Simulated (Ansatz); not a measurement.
# TePt2: the cost of one run

Method: DFT PBE, scalar-relativistic, plane waves, PAW, in Ansatz 0.2.0.

## Step 1: The system as given

Symmetry: P6/mmm, No. 191, hexagonal system. Conventional cell: a = 4.881 Å, b = 4.881 Å, c = 3.103 Å, α = 90.00°, β = 90.00°, γ = 120.00°. Te (site symmetry 6/mmm) is surrounded by 2 Te at 3.10 Å and 12 Pt at 3.22 Å. Pt (site symmetry -6m2) is surrounded by 5 Pt at 2.82 to 3.10 Å and 6 Te at 3.22 Å.

Coordinates:

```cif
data_structure
_symmetry_space_group_name_H-M 'P6/mmm'
_symmetry_Int_Tables_number 191
_cell_length_a 4.8810
_cell_length_b 4.8810
_cell_length_c 3.1028
_cell_angle_alpha 90.000
_cell_angle_beta 90.000
_cell_angle_gamma 120.000
_cell_volume 64.02
loop_
_atom_site_label
_atom_site_type_symbol
_atom_site_symmetry_multiplicity
_atom_site_Wyckoff_symbol
_atom_site_fract_x
_atom_site_fract_y
_atom_site_fract_z
_atom_site_occupancy
Te1 Te 1 a 0.00000 0.00000 0.00000 1
Pt1 Pt 2 d 0.33333 0.66667 0.50000 1
```

(A quick probe on a coarse mesh, which set the mesh and smearing, is not shown.)

## Step 3: A loose first relaxation

Input file input.yaml:

```yaml
crystal:
  lattice:
    - [4.8809980541, 0.0, 0.0]
    - [-2.4404990271, 4.2270683108, 0.0]
    - [0.0, 0.0, 3.1028043398]
  atoms:
    - { symbol: Te, position: [0.0, 0.0, 0.0] }
    - { symbol: Pt, position: [0.3333333333, 0.6666666667, 0.5] }
    - { symbol: Pt, position: [0.6666666667, 0.3333333333, 0.5] }
basis:
  ecutwfc: 420
kpoints:
  mp_grid: { grid: [6, 6, 6] }
hamiltonian:
  xc: pbe
scf:
  occupations: { method: gaussian, width: 0.1 }
  lower_state_search: "off"
output:
  forces: true
  stress: true
  eigenvalues: true
relax:
  adjacent_minimum: "off"
  f_tol: 0.04
  max_steps: 70
  cell: { stress_tol: 0.4 }
```

On the command line:

```console
$ ansatz run input.yaml --threads 1 --pin off --max-ram 2560MiB --backend cpu --events-out ev --progress --plain --runs-dir out
```

**Question.** How long does this run take on 1 thread of Intel Xeon Platinum 8488C (Sapphire Rapids), shared host, and how much memory does it need?

About 12 s, with a peak of 0.42 GiB.
